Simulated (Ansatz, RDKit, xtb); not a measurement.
**[C5H6F3]+: ranking a sample of isomers**

Which of a sample of isomers of [C5H6F3]+ (charge +1) is the most stable in the gas at 298.15 K, and what are its properties? The sample is small against all isomers, and the most stable one of this formula need not be in it.

Plan: many cheap relaxations first (GFN2-xTB), then density-functional screening, relaxation at r2SCAN-D4/def2-SVP, vibrations (at GFN2-xTB) and a final energy. The numbers are computed, not measured.

## Step 1: Candidates

Isomers were taken from a list of plausible structures; this is a sample, not all of them. That gives 4 candidates.

```csv
label,SMILES,spin
c122,C=C[CH+]CC(F)(F)F,singlet
c193,C=C([CH+]C)C(F)(F)F,singlet
c252,C[CH+]/C=C/C(F)(F)F,singlet
c800,C=C[C+](C)C(F)(F)F,singlet
```

Candidates are built by distance geometry, with a force field where one applies, in up to four conformers (letters a to d).

## Step 2: Search with GFN2-xTB

All 9 starts are relaxed the same way. One of them, c252a (taken from a list of plausible isomers, embedded by distance geometry and MMFF94), in full:

The input, start.xyz:

```xyz
14
c252a
C      1.924363     1.672024     2.557030
C      1.160783     2.189459     1.430035
C      0.361323     1.294487     0.598221
C     -0.358372     1.714734    -0.434786
C     -1.191335     0.829417    -1.327425
F     -0.833893     0.991214    -2.629077
F     -1.079379    -0.445069    -1.028581
F     -2.565782     1.194847    -1.252366
H      2.235966     0.618497     2.419888
H      1.324996     1.683177     3.495141
H      2.806179     2.249241     2.673216
H      1.076764     3.297176     1.292774
H      0.458564     0.225416     0.776805
H     -0.476440     2.817697    -0.662795
```

Run with:

```console
$ xtb start.xyz --gfn 2 --opt --chrg 1
```

What it wrote:

```text
* xtb version 6.7.1
   ID    Z sym.   atoms
    1    6 C      1-5
    2    9 F      6-8
    3    1 H      9-14

           -------------------------------------------------
          |                Calculation Setup                |
           -------------------------------------------------

          program call               : xtb start.xyz --gfn 2 --opt --chrg 1
          coordinate file            : start.xyz
          omp threads                :                     4

           -------------------------------------------------
          |                 G F N 2 - x T B                 |
           -------------------------------------------------

      * Hamiltonian:
        H0-scaling (s, p, d)           1.850000    2.230000    2.230000
        zeta-weighting                 0.500000
      * Dispersion:
        s8                             2.700000
        a1                             0.520000
        a2                             5.000000
        s9                             5.000000
      * Repulsion:
        kExp                           1.500000    1.000000
        rExp                           1.000000
      * Coulomb:
        alpha                          2.000000
        third order                    shell-resolved
        anisotropic                    true
        a3                             3.000000
        a5                             4.000000
        cn-shift                       1.200000
        cn-exp                         4.000000
        max-rad                        5.000000

          ...................................................
          :                      SETUP                      :
          :.................................................:
          :  # basis functions                  38          :
          :  # atomic orbitals                  38          :
          :  # shells                           22          :
          :  # electrons                        46          :
          :  max. iterations                   250          :
          :  Hamiltonian                  GFN2-xTB          :
          :  restarted?                      false          :
          :  GBSA solvation                  false          :
          :  PC potential                    false          :
          :  electronic temp.          300.0000000     K    :
          :  accuracy                    1.0000000          :
          :  -> integral cutoff          0.2500000E+02      :
          :  -> integral neglect         0.1000000E-07      :
          :  -> SCF convergence          0.1000000E-05 Eh   :
          :  -> wf. convergence          0.1000000E-03 e    :
          :  Broyden damping             0.4000000          :
          :  net charge                          1          :
          :  unpaired electrons                  0          :
          ...................................................

[... 7 lines left out ...]
   *** convergence criteria satisfied after 11 iterations ***
[... 61 lines left out ...]
          :   energy convergence         0.5000000E-05 Eh   :
[... 27 lines left out ...]
 * total energy  :   -27.4081305 Eh     change       -0.1532950E-08 Eh
[... 33 lines left out ...]
 * total energy  :   -27.4223137 Eh     change       -0.2520260E-02 Eh
[... 37 lines left out ...]
 * total energy  :   -27.4229551 Eh     change       -0.1691804E-03 Eh
[... 37 lines left out ...]
 * total energy  :   -27.4230914 Eh     change       -0.6960414E-04 Eh
[... 37 lines left out ...]
 * total energy  :   -27.4232891 Eh     change       -0.1005250E-03 Eh
[... 35 lines left out ...]
 * total energy  :   -27.4234146 Eh     change       -0.3311651E-05 Eh
[... 36 lines left out ...]
 * total energy  :   -27.4235058 Eh     change       -0.1902927E-04 Eh
[... 36 lines left out ...]
 * total energy  :   -27.4235440 Eh     change       -0.1002992E-04 Eh
[... 34 lines left out ...]
 * total energy  :   -27.4235513 Eh     change       -0.1353442E-05 Eh
[... 7 lines left out ...]
 total energy gain   :        -0.0154208 Eh       -9.6767 kcal/mol
[... 53 lines left out ...]
          |                Final Singlepoint                |
[... 19 lines left out ...]
          :  -> wf. convergence          0.1000000E-03 e    :
[... 39 lines left out ...]
         :: total energy             -27.423551270844 Eh    ::
[... 54 lines left out ...]
                             4      0.132
     3   6      3.968 --     4      1.662     2      1.302    13      0.938
     4   6      3.921 --     3      1.662     5      0.954    14      0.943
                             2      0.132
     5   6      3.876 --     7      0.972     8      0.967     6      0.963
                             4      0.954
     6   9      1.119 --     5      0.963
     7   9      1.108 --     5      0.972
     8   9      1.120 --     5      0.967
[... 5 lines of this table left out ...]
    14   1      0.976 --     4      0.943
 ---------------------------------------------------------------------------

Topologies differ in total number of bonds
Writing topology from bond orders to xtbtopo.mol

molecular dipole:
                 x           y           z       tot (Debye)
 q only:        2.361       3.843       3.244
   full:        2.386       4.018       3.281      14.515
molecular quadrupole (traceless):
                xx          xy          yy          xz          yz          zz
 q only:       -7.457      11.060       5.751      15.808      15.565       1.706
  q+dip:       -9.147      11.344       8.690      16.633      16.111       0.457
   full:       -8.088      11.378       7.321      14.974      16.065       0.767

           -------------------------------------------------
          |                Geometry Summary                 |
           -------------------------------------------------

      molecular mass/u    :      123.0965335
   center of mass at/Å    :       -0.4226865       1.1098356      -0.4083070
  moments of inertia/u·Å² :        0.1022211E+03   0.5599499E+03   0.5706331E+03
rotational constants/cm⁻¹ :        0.1649135E+00   0.3010561E-01   0.2954198E-01

 * 12 selected distances

     #   Z          #   Z                                           value/Å
     1   6          2   6                                         1.4224920 (max)
     2   6          3   6                                         1.4085373
     3   6          4   6                                         1.3553893
     5   6          6   9                                         1.3318840
     5   6          7   9                                         1.3286593
     5   6          8   9                                         1.3296163
     1   6          9   1                                         1.0879031
     1   6         10   1                                         1.1036504
     1   6         11   1                                         1.1035067
     2   6         12   1                                         1.0878705
     3   6         13   1                                         1.0859449
     4   6         14   1                                         1.0852621 (min)

 * 3 distinct bonds (by element types)

   Z      Z             #   av. dist./Å        max./Å        min./Å
   1 H    6 C           6     1.0923563     1.1036504     1.0852621
   6 C    6 C           3     1.3954729     1.4224920     1.3553893
   6 C    9 F           3     1.3300532     1.3318840     1.3286593

optimized geometry written to: xtbopt.xyz

           -------------------------------------------------
          | TOTAL ENERGY              -27.423551270844 Eh   |
          | GRADIENT NORM               0.000323160481 Eh/α |
          | HOMO-LUMO GAP               1.931145098777 eV   |
           -------------------------------------------------

------------------------------------------------------------------------
------------------------------------------------------------------------
 total:
 * wall-time:     0 d,  0 h,  0 min,  0.084 sec
 *  cpu-time:     0 d,  0 h,  0 min,  0.281 sec
 * ratio c/w:     3.333 speedup
 SCF:
 * wall-time:     0 d,  0 h,  0 min,  0.006 sec
 *  cpu-time:     0 d,  0 h,  0 min,  0.019 sec
 * ratio c/w:     3.364 speedup
 ANC optimizer:
 * wall-time:     0 d,  0 h,  0 min,  0.071 sec
 *  cpu-time:     0 d,  0 h,  0 min,  0.250 sec
 * ratio c/w:     3.539 speedup
```

Run time: 0.099 s. Hardware: 4 threads of Arm Neoverse V1, shared host.

## Step 3: The minima found

9 of the 9 relaxations converged. 9 distinct structures remain:

```csv
label,start,SMILES after,spin,energy (kcal/mol)
c193a,drawn,C=C([CH+]C)C(F)(F)F,singlet,0.0
c252a,drawn,C[CH+]/C=C/C(F)(F)F,singlet,0.1
c122a,drawn,C=C[CH+]CC(F)(F)F,singlet,1.6
c800b,drawn,C=C[C+](C)C(F)(F)F,singlet,2.1
c193b,drawn,C=C([CH+]C)C(F)(F)F,singlet,2.3
c122b,drawn,C=C[CH+]CC(F)(F)F,singlet,4.3
c122c,drawn,C=C[CH+]CC(F)(F)F,singlet,4.3
c252b,drawn,C[CH+]/C=C/C(F)(F)F,singlet,4.8
c800a,drawn,C=C[C+](C)C(F)(F)F,singlet,5.8
```

## Step 4: Screening with a density functional

A choice of the minima (the low ones first, few conformers of a pattern, up to a cap) and the lowest that fell apart get a single point at r2SCAN-D4/def2-SVP on the tight-binding geometry, and one at HF/STO-3G for comparison. The lowest singlets are also tried as triplets at the same geometry (label ending in t). Within 30 kcal/mol but not screened, among others: c122c. The first, c193a:

The input, input.yaml:

```yaml
crystal:
  periodic: [false, false, false]
  atoms:
    - {symbol: C, position_ang: [-1.760006, -1.440162, -0.012726]}
    - {symbol: C, position_ang: [-1.361233, -0.159121, 0.190609]}
    - {symbol: C, position_ang: [-0.106443, 0.313560, -0.264553]}
    - {symbol: C, position_ang: [0.398306, 1.632826, -0.100977]}
    - {symbol: C, position_ang: [-2.283352, 0.820169, 0.933208]}
    - {symbol: F, position_ang: [-2.568721, 1.867641, 0.150611]}
    - {symbol: F, position_ang: [-3.413626, 0.256228, 1.310595]}
    - {symbol: F, position_ang: [-1.664696, 1.303577, 2.017218]}
    - {symbol: H, position_ang: [-1.132875, -2.151414, -0.532139]}
    - {symbol: H, position_ang: [-2.720937, -1.796075, 0.337946]}
    - {symbol: H, position_ang: [0.505535, -0.422053, -0.781672]}
    - {symbol: H, position_ang: [-0.318191, 2.385719, -0.477179]}
    - {symbol: H, position_ang: [0.395570, 1.928932, 0.964568]}
    - {symbol: H, position_ang: [1.382343, 1.783876, -0.536537]}
basis:
  gaussian:
    orbitals: def2-SVP
total_charge: 1
hamiltonian:
  xc: r2scan
  dispersion: d4
scf:
  lower_state_search: "off"
```

Run with:

```console
$ ansatz run input.yaml --threads 4 --pin off --max-ram 7830MiB --events-out events.jsonl --progress --plain --runs-dir runs
```

What it wrote:

```text
Warning: RAYON_NUM_THREADS=4 ignored (pool sized by the plan → 4); use --threads N
Functional definition: r2SCAN
  name "r2SCAN"
  parameter k0 = 0.174
  parameter k1 = 0.065
  parameter a1 = 4.9479
  exchange = r2scan_x(k0 = k0, k1 = k1, a1 = a1)
  correlation = r2scan_c
these checks for a lower state are left out or cut short: stability, starts, cluster_reference, orbital_swaps, neighbouring_geometries, increment
1582 factors; their error is unknown
mean field evaluation 1: about -13397.5069 eV, gradient 7.2e1 eV
mean field evaluation 2: about -13394.3047 eV, gradient 8.5e1 eV
mean field evaluation 4: about -13407.6285 eV, gradient 6.4e0 eV
mean field evaluation 8: about -13407.7561 eV, gradient 2.1e-1 eV
mean field evaluation 16: about -13407.6594 eV, gradient 3.6e-4 eV
mean field -13407.65944042 eV, -492.7223963973 hartree, gradient 9.2e-6 eV, S^2 0.000000; 0 other end points of the search recorded, 0 dependent functions left out
reference -13407.65944855 eV, -492.7223966963 hartree; 31, 31 occupied and 111, 111 virtual orbitals, 1582 factors
Total energy: -13407.73325343 eV, -492.7251089757 hartree
Checks for a lower state left out: stability, starts, cluster_reference, orbital_swaps, neighbouring_geometries, increment
```

It took 1.9 s on 4 threads of Arm Neoverse V1, shared host; peak memory 0.19 GiB.

Relative energies in kcal/mol, each column from its lowest structure that stays in one piece:

```csv
label,SMILES,spin,GFN2-xTB,HF/STO-3G,r2SCAN-D4/def2-SVP
c252a,C[CH+]/C=C/C(F)(F)F,singlet,0.1,1.9,0.0
c122a,C=C[CH+]CC(F)(F)F,singlet,1.6,0.0,0.7
c193a,C=C([CH+]C)C(F)(F)F,singlet,0.0,3.6,1.4
c800b,C=C[C+](C)C(F)(F)F,singlet,2.1,4.2,2.5
c193b,C=C([CH+]C)C(F)(F)F,singlet,2.3,4.4,3.2
c122b,C=C[CH+]CC(F)(F)F,singlet,4.3,4.4,4.7
c800a,C=C[C+](C)C(F)(F)F,singlet,5.8,5.0,5.3
c252b,C[CH+]/C=C/C(F)(F)F,singlet,4.8,5.7,5.7
c122at,C=C[CH+]CC(F)(F)F,triplet,–,–,58.6
c252at,C[CH+]/C=C/C(F)(F)F,triplet,–,–,60.4
c193at,C=C([CH+]C)C(F)(F)F,triplet,–,–,62.6
```

## Step 5: Relaxing the best candidates

4 candidates are relaxed at r2SCAN-D4/def2-SVP (chosen among the lowest in one piece). The first, c252a:

The input, input.yaml:

```yaml
crystal:
  periodic: [false, false, false]
  atoms:
    - {symbol: C, position_ang: [1.909225, 1.636407, 2.526528]}
    - {symbol: C, position_ang: [1.065097, 2.104507, 1.481629]}
    - {symbol: C, position_ang: [0.369649, 1.260759, 0.593700]}
    - {symbol: C, position_ang: [-0.425531, 1.755662, -0.386015]}
    - {symbol: C, position_ang: [-1.177272, 0.861805, -1.355796]}
    - {symbol: F, position_ang: [-0.736867, 1.083121, -2.593123]}
    - {symbol: F, position_ang: [-1.014672, -0.427655, -1.079774]}
    - {symbol: F, position_ang: [-2.476877, 1.139446, -1.313110]}
    - {symbol: H, position_ang: [1.991438, 0.554141, 2.600514]}
    - {symbol: H, position_ang: [1.593131, 2.077330, 3.487629]}
    - {symbol: H, position_ang: [2.904086, 2.106322, 2.441920]}
    - {symbol: H, position_ang: [0.945913, 3.178642, 1.357168]}
    - {symbol: H, position_ang: [0.476705, 0.185793, 0.704430]}
    - {symbol: H, position_ang: [-0.580289, 2.816037, -0.557622]}
basis:
  gaussian:
    orbitals: def2-SVP
total_charge: 1
relax:
  f_tol: 0.006
hamiltonian:
  xc: r2scan
  dispersion: d4
scf:
  lower_state_search: "off"
```

Run with:

```console
$ ansatz run input.yaml --threads 4 --pin off --max-ram 7830MiB --events-out events.jsonl --progress --plain --runs-dir runs
```

What it wrote:

```text
Warning: RAYON_NUM_THREADS=4 ignored (pool sized by the plan → 4); use --threads N
The last accepted step is kept in runs//last_step.txt (removed where the run ends without a failure and the disk answers)
Functional definition: r2SCAN
  name "r2SCAN"
  parameter k0 = 0.174
  parameter k1 = 0.065
  parameter a1 = 4.9479
  exchange = r2scan_x(k0 = k0, k1 = k1, a1 = a1)
  correlation = r2scan_c
these checks for a lower state are left out or cut short: stability, starts, cluster_reference, orbital_swaps, neighbouring_geometries, increment
1582 factors; their error is unknown
mean field evaluation 1: about -13397.5369 eV, gradient 7.2e1 eV
mean field evaluation 2: about -13393.3185 eV, gradient 8.8e1 eV
mean field evaluation 4: about -13407.7470 eV, gradient 5.2e0 eV
mean field evaluation 8: about -13407.8265 eV, gradient 1.6e-1 eV
mean field evaluation 16: about -13407.7281 eV, gradient 8.8e-4 eV
mean field -13407.72810627 eV, -492.7249198209 hartree, gradient 3.8e-6 eV, S^2 0.000000; 0 other end points of the search recorded, 0 dependent functions left out
the calculation of the forces begins
reference -13407.72811447 eV, -492.7249201222 hartree; 31, 31 occupied and 111, 111 virtual orbitals, 1582 factors
relax step   1: F+E_penalty+E_count = -13407.79291179 eV  Δ(F+E_penalty+E_count) = +0.000e0 eV  max|allowed force component| = 6.700e-1 eV/Å  Δτ_max = 0.0000 Å  (21 SCF iters, accepted)
these checks for a lower state are left out or cut short: stability, starts, cluster_reference, orbital_swaps, neighbouring_geometries, increment
1582 factors; their error is unknown
mean field evaluation 32: about -13407.7711 eV, gradient 2.8e-6 eV
mean field -13407.77112788 eV, -492.7265008359 hartree, gradient 3.3e-6 eV, S^2 0.000000; 0 other end points of the search recorded, 0 dependent functions left out
the calculation of the forces begins
reference -13407.77113611 eV, -492.7265011384 hartree; 31, 31 occupied and 111, 111 virtual orbitals, 1582 factors
relax step   2: F+E_penalty+E_count = -13407.83592849 eV  Δ(F+E_penalty+E_count) = -4.302e-2 eV  max|allowed force component| = 2.753e-1 eV/Å  Δτ_max = 0.0303 Å  (21 SCF iters, accepted)
these checks for a lower state are left out or cut short: stability, starts, cluster_reference, orbital_swaps, neighbouring_geometries, increment
1582 factors; their error is unknown
mean field -13407.77789673 eV, -492.7267495864 hartree, gradient 3.3e-6 eV, S^2 0.000000; 0 other end points of the search recorded, 0 dependent functions left out
the calculation of the forces begins
reference -13407.77790496 eV, -492.7267498891 hartree; 31, 31 occupied and 111, 111 virtual orbitals, 1582 factors
relax step   3: F+E_penalty+E_count = -13407.84265539 eV  Δ(F+E_penalty+E_count) = -6.727e-3 eV  max|allowed force component| = 4.858e-2 eV/Å  Δτ_max = 0.0287 Å  (21 SCF iters, accepted)
[... 5 lines left out ...]
relax step   4: F+E_penalty+E_count = -13407.84352509 eV  Δ(F+E_penalty+E_count) = -8.697e-4 eV  max|allowed force component| = 3.064e-2 eV/Å  Δτ_max = 0.0155 Å  (21 SCF iters, accepted)
[... 5 lines left out ...]
relax step   5: F+E_penalty+E_count = -13407.84351451 eV  Δ(F+E_penalty+E_count) = +1.058e-5 eV  max|allowed force component| = 3.745e-2 eV/Å  Δτ_max = 0.0059 Å  (21 SCF iters, rejected (line search))
[... 5 lines left out ...]
relax step   6: F+E_penalty+E_count = -13407.84364630 eV  Δ(F+E_penalty+E_count) = -1.212e-4 eV  max|allowed force component| = 2.378e-2 eV/Å  Δτ_max = 0.0029 Å  (22 SCF iters, accepted)
[... 6 lines left out ...]
relax step   7: F+E_penalty+E_count = -13407.84383896 eV  Δ(F+E_penalty+E_count) = -1.927e-4 eV  max|allowed force component| = 1.149e-2 eV/Å  Δτ_max = 0.0117 Å  (21 SCF iters, accepted)
[... 5 lines left out ...]
relax step   8: F+E_penalty+E_count = -13407.84398263 eV  Δ(F+E_penalty+E_count) = -1.437e-4 eV  max|allowed force component| = 3.384e-3 eV/Å  Δτ_max = 0.0168 Å  (21 SCF iters, accepted)
[... 5 lines left out ...]
relax step   9: F+E_penalty+E_count = -13407.84404149 eV  Δ(F+E_penalty+E_count) = -5.886e-5 eV  max|allowed force component| = 1.011e-2 eV/Å  Δτ_max = 0.0215 Å  (21 SCF iters, accepted)
these checks for a lower state are left out or cut short: stability, starts, cluster_reference, orbital_swaps, neighbouring_geometries, increment
1582 factors; their error is unknown
mean field -13407.77929768 eV, -492.7268010706 hartree, gradient 3.5e-6 eV, S^2 0.000000; 0 other end points of the search recorded, 0 dependent functions left out
the calculation of the forces begins
reference -13407.77930590 eV, -492.7268013726 hartree; 31, 31 occupied and 111, 111 virtual orbitals, 1582 factors
relax step  10: F+E_penalty+E_count = -13407.84404535 eV  Δ(F+E_penalty+E_count) = -3.855e-6 eV  max|allowed force component| = 3.333e-3 eV/Å  Δτ_max = 0.0017 Å  (22 SCF iters, accepted)
Total energy: -13407.84405356 eV, -492.7291808054 hartree
Atom 0 at     1.916610     1.653379     2.549834 Å, force    -0.000020     0.000370     0.002484 eV/Å
Atom 1 at     1.058367     2.069175     1.465690 Å, force     0.000069     0.000279    -0.001554 eV/Å
Atom 2 at     0.371808     1.201312     0.597724 Å, force    -0.000551    -0.000100     0.003333 eV/Å
Atom 3 at    -0.414434     1.723351    -0.396200 Å, force    -0.000888     0.001588     0.000058 eV/Å
Atom 4 at    -1.187918     0.866534    -1.374620 Å, force     0.000930     0.001954     0.002265 eV/Å
Atom 5 at    -0.771296     1.166002    -2.601636 Å, force     0.000407    -0.000322    -0.003108 eV/Å
Atom 6 at    -1.007017    -0.428226    -1.147182 Å, force    -0.000594    -0.002637    -0.000371 eV/Å
Atom 7 at    -2.478160     1.164752    -1.251184 Å, force    -0.002209    -0.000573    -0.000435 eV/Å
Atom 8 at     2.018251     0.569118     2.676403 Å, force     0.000196     0.000042    -0.000182 eV/Å
Atom 9 at     1.563542     2.136304     3.487859 Å, force     0.000240    -0.000319    -0.000849 eV/Å
Atom 10 at     2.909610     2.138789     2.423773 Å, force     0.000014    -0.000585    -0.000053 eV/Å
Atom 11 at     0.931276     3.150937     1.305503 Å, force     0.000085    -0.000009     0.000142 eV/Å
Atom 12 at     0.463059     0.114953     0.713710 Å, force     0.001492     0.000278    -0.001397 eV/Å
Atom 13 at    -0.529962     2.805939    -0.541596 Å, force     0.000828     0.000035    -0.000333 eV/Å
Dipole moment:     1.144418     0.762953     1.447599 e Å
Checks for a lower state left out: stability, starts, cluster_reference, orbital_swaps, neighbouring_geometries, increment
```

It took 20 s on 4 threads of Arm Neoverse V1, shared host; peak memory 0.19 GiB.

Energy change by step (eV): 0.0000, -0.0430, -0.0497, -0.0506, -0.0506, -0.0507, -0.0509, -0.0511, -0.0511, -0.0511.

After the run. Bond lengths: C1–C2 1.444 Å, C2–C3 1.406 Å, C3–C4 1.371 Å, C4–C5 1.513 Å, C5–F6 1.330 Å, C5–F7 1.327 Å, C5–F8 1.330 Å, C1–H9 1.096 Å, C1–H10 1.113 Å, C1–H11 1.112 Å, C2–H12 1.101 Å, C3–H13 1.096 Å, C4–H14 1.098 Å. Some angles: C1–C2–C3 125.2°, C2–C3–C4 119.5°, C3–C4–C5 123.1°, C4–C5–F6 108.0°, C4–C5–F7 111.8°, C4–C5–F8 108.0°, F6–C5–F7 109.6°, F6–C5–F8 109.8°, F7–C5–F8 109.6°, C1–C2–H12 117.4°.

[end of part 1 of 2]
